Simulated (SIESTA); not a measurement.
Crystal: NiMoIrPdW.

```
Ni Mo Pd Ir W
1.0
     2.77085    0.00000    0.00000
    -1.38543    2.39963    0.00000
     0.00000    0.00000   22.01961
Ni Mo Pd Ir W
2 2 2 2 2
Direct
  0.33333 0.66667 0.85081
  0.66667 0.33333 0.14919
  0.66667 0.33333 0.76059
  0.33333 0.66667 0.23941
  0.33333 0.66667 0.05329
  0.66667 0.33333 0.94671
  0.33333 0.66667 0.65827
  0.66667 0.33333 0.34173
  0.33333 0.66667 0.44418
  0.66667 0.33333 0.55582
```

The cell was built by a generator and needn't be a form met in nature.

* Program: SIESTA 5.4.2
* Task: relaxation of cell and atoms
* Functional: LDA
* Potentials or basis: PseudoDojo 0.4 standard (LDA files)
* Basis: DZP (energy shift 0.003 Ry; two zetas on semicore shells)
* Grid cutoff: 800 Ry
* Energy shift: 0.003 Ry
* k mesh: 8 × 8 × 2
* Occupations: fermi-dirac, width 0.05 eV
* Spin: collinear spin, ferromagnetic start
* Starting moments: [1.0, 1.0, 1.0, 1.0, 0.0, 0.0, 0.6, 0.6, 0.0, 0.0] μB

At the start: pressure -12.6 GPa; volume 14.64 Å³/atom.

Problem. Where does the relaxation end?

Solution. Over 13 steps the energy falls by 30.7 meV/atom and the volume is 13.94 Å³/atom (-4.8 %); space group P-3m1 (No. 164, to 0.05 Å); moment 0.00 μB per cell.

The path:
| step | energy change (eV) | largest force (eV/Å) | pressure (GPa) | volume (Å³) |
| --- | --- | --- | --- | --- |
| 1 | 0.0000 | 0.1057 | -12.64 | 146.41 |
| 2 | -0.2369 | 0.1573 | -5.11 | 142.27 |
| 3 | -0.2834 | 0.1996 | 0.19 | 139.68 |
| 4 | -0.2881 | 0.1470 | -0.56 | 139.94 |
| 5 | -0.2917 | 0.1263 | 1.34 | 139.03 |
| 6 | -0.2852 | 0.1047 | -2.84 | 140.89 |
| 7 | -0.3055 | 0.0478 | 0.13 | 139.32 |
| 8 | -0.3047 | 0.0242 | -0.70 | 139.74 |
| 9 | -0.3054 | 0.0373 | 0.68 | 139.00 |
| 10 | -0.3066 | 0.0101 | -0.01 | 139.35 |
| 11 | -0.3062 | 0.0252 | 0.27 | 139.19 |
| 12 | -0.3067 | 0.0094 | 0.15 | 139.27 |
| 13 | -0.3067 | 0.0032 | -0.01 | 139.36 |

Final structure:
```xyz
10
Lattice="2.7357 0.0000 0.0000 -1.3678 2.3691 0.0000 0.0000 0.0000 21.5016" Properties=species:S:1:pos:R:3 pbc="T T T"
Ni    0.0000    1.5794   18.3555
Ni    1.3678    0.7897    3.1461
Mo    1.3678    0.7897   16.4107
Mo    0.0000    1.5794    5.0909
Pd    0.0000    1.5794    1.1277
Pd    1.3678    0.7897   20.3739
Ir    0.0000    1.5794   14.1888
Ir    1.3678    0.7897    7.3128
W     0.0000    1.5794    9.5406
W     1.3678    0.7897   11.9610
```

Caveat: short orbitals over semicore shells can move pressures by several GPa; the basis of atomic orbitals isn't converged, which shifts pressures, moduli and gaps.
